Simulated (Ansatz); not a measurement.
# SiNH4ClO (SMILES N[SiH](O)Cl): RPA@PBE0/6-31G(d) (spherical functions)

What is the vertical ionisation energy of SiNH4ClO at RPA@PBE0/6-31G* (spherical functions)? 

The results are computed with Ansatz 0.2.0.

128 further runs of the same task are left out: 128 set aside as unsound or not needed.

## 1. Starting point

The species is SiNH4ClO (8 atoms), meant as a singlet with charge 0. As SMILES, `N[SiH](O)Cl`. The shape is that of a PBE0-D4/def2-TZVP optimisation. This is one conformer, not always the lowest.

Bond lengths: N1–Si2 1.700 Å, Si2–O3 1.631 Å, Si2–Cl4 2.058 Å, N1–H5 1.006 Å, N1–H6 1.007 Å, Si2–H7 1.474 Å, O3–H8 0.960 Å. Angles: N1–Si2–O3 111.2°, N1–Si2–Cl4 104.5°, O3–Si2–Cl4 112.6°, N1–Si2–H7 117.4°, O3–Si2–H7 103.8°, Cl4–Si2–H7 107.5°, Si2–N1–H5 120.7°, Si2–N1–H6 121.4°, Si2–O3–H8 116.7°, H5–N1–H6 112.4°.

## 2. A single-point energy at RPA@PBE0/6-31G(d) (spherical functions)

The input, run.yaml:

```yaml
crystal:
  periodic: [false, false, false]
  atoms:
    - {symbol: "N", position_ang: [-0.749800, 0.885600, -0.289000]}
    - {symbol: Si, position_ang: [0.524400, -0.226200, -0.115300]}
    - {symbol: O, position_ang: [0.551300, -0.861300, 1.386900]}
    - {symbol: Cl, position_ang: [0.173100, -1.641600, -1.566900]}
    - {symbol: H, position_ang: [-1.217200, 0.998000, -1.172700]}
    - {symbol: H, position_ang: [-0.806900, 1.712400, 0.283000]}
    - {symbol: H, position_ang: [1.896700, 0.277200, -0.308600]}
    - {symbol: H, position_ang: [-0.279500, -1.201200, 1.726700]}
basis:
  gaussian: {orbitals: 6-31G_st_-spherical.json}
hamiltonian: {xc: pbe0}
correlation: {method: rpa, frozen_orbitals: {Cl: 5, H: 0, "N": 1, O: 1, Si: 5}}
accuracy: high
```

The basis set 6-31G* is read from a file made from the Basis Set Exchange's data (not shown).

Started as:

```bash
$ ansatz run run.yaml --threads 1 --pin off --max-ram 3480MiB --events-out events.jsonl --progress --plain --runs-dir runs
```

What it wrote:

```text
Warning: RAYON_NUM_THREADS=1 ignored (pool sized by the plan → 1); use --threads N
Functional definition: PBE0
  name "PBE0"
  parameter a = 0.25
  parameter kappa = 0.804
  parameter beta = 0.06672455060314922
  exchange = (1 - a)*pbe_x(kappa = kappa, mu = beta*pi^2/3) + a*exact_x
  correlation = pbe_c(beta = beta)
1602 factors; integrals over basis functions are off by at most 3.7e-9 eV
mean field evaluation 1: about -23985.5484 eV, gradient 6.4e1 eV
mean field evaluation 2: about -23985.7315 eV, gradient 6.4e1 eV
mean field evaluation 4: about -23993.0937 eV, gradient 6.5e0 eV
mean field evaluation 8: about -23993.2020 eV, gradient 8.9e-1 eV
mean field evaluation 16: about -23993.2037 eV, gradient 3.4e-5 eV
mean field -23993.20371578 eV, -881.7339733773 hartree, gradient 6.0e-8 eV, S^2 0.000000; 0 other end points of the search recorded, 0 dependent functions left out
12 core orbitals not correlated: weight in the atoms' cores, before any rotation towards them, 1.000 or more for the frozen orbitals, at most 0.000 for the correlated occupied ones
reference -23949.97067641 eV, -880.1451884849 hartree; 13, 13 occupied and 47, 47 virtual orbitals, 1602 factors
Total energy: -23971.04125162 eV, -880.9195178417 hartree
```

Wall time 6 s (1 thread of Intel Xeon 6975P-C (Granite Rapids), shared host); peak memory 0.24 GiB.

## 3. The doublet cation at the same level

The input, job.yaml:

```yaml
crystal:
  periodic: [false, false, false]
  atoms:
    - {symbol: "N", position_ang: [-0.749800, 0.885600, -0.289000]}
    - {symbol: Si, position_ang: [0.524400, -0.226200, -0.115300]}
    - {symbol: O, position_ang: [0.551300, -0.861300, 1.386900]}
    - {symbol: Cl, position_ang: [0.173100, -1.641600, -1.566900]}
    - {symbol: H, position_ang: [-1.217200, 0.998000, -1.172700]}
    - {symbol: H, position_ang: [-0.806900, 1.712400, 0.283000]}
    - {symbol: H, position_ang: [1.896700, 0.277200, -0.308600]}
    - {symbol: H, position_ang: [-0.279500, -1.201200, 1.726700]}
basis:
  gaussian:
    orbitals: 6-31G_st_-spherical.json
total_charge: 1
magnetization:
  spin_polarized: true
  initial_magnetization: 1
hamiltonian:
  xc: pbe0
correlation:
  method: rpa
  frozen_orbitals: {Cl: 5, H: 0, "N": 1, O: 1, Si: 5}
accuracy: high
```

The basis set 6-31G* is read from a file made from the Basis Set Exchange's data (not shown).

Started as:

```bash
$ ansatz run job.yaml --threads 1 --pin off --max-ram 3480MiB --events-out events.jsonl --progress --plain --runs-dir runs
```

What it wrote (excerpt; [...] marks lines left out):

```text
Warning: RAYON_NUM_THREADS=1 ignored (pool sized by the plan → 1); use --threads N
[... 2 set-up lines as earlier in the session ...]
[...]
1601 factors; integrals over basis functions are off by at most 3.7e-9 eV
[...]
mean field -23982.97530219 eV, -881.3580861111 hartree, gradient 6.2e-8 eV, S^2 0.757095; 8 other end points of the search recorded, 0 dependent functions left out
12 core orbitals not correlated: weight in the atoms' cores, before any rotation towards them, 1.000 or more for the frozen orbitals, at most 0.000 for the correlated occupied ones
reference -23939.96217229 eV, -879.7773827426 hartree; 13, 12 occupied and 47, 48 virtual orbitals, 1601 factors
Total energy: -23960.96133202 eV, -880.5490876287 hartree
```

Run time: 15 s. Hardware: 1 thread of Intel Xeon 6975P-C (Granite Rapids), shared host; peak memory 0.45 GiB.

## 4. Summary of results

At RPA@PBE0/6-31G* (spherical functions), 12 core orbitals frozen:

| quantity | value |
| --- | --- |
| singlet SiNH4ClO: total energy | -880.91952 Eh |
| singlet SiNH4ClO: RPA correlation energy (valence) | -774.3 mEh |
| doublet cation: total energy | -880.54909 Eh |
| doublet cation: RPA correlation energy (valence) | -771.7 mEh |
| doublet cation: ⟨S²⟩ of the reference determinant | 0.757 |
| vertical ionisation energy (to the doublet cation) | 10.080 eV |

**Reading.** The vertical ionisation energy comes to 10.08 eV (232 kcal/mol).
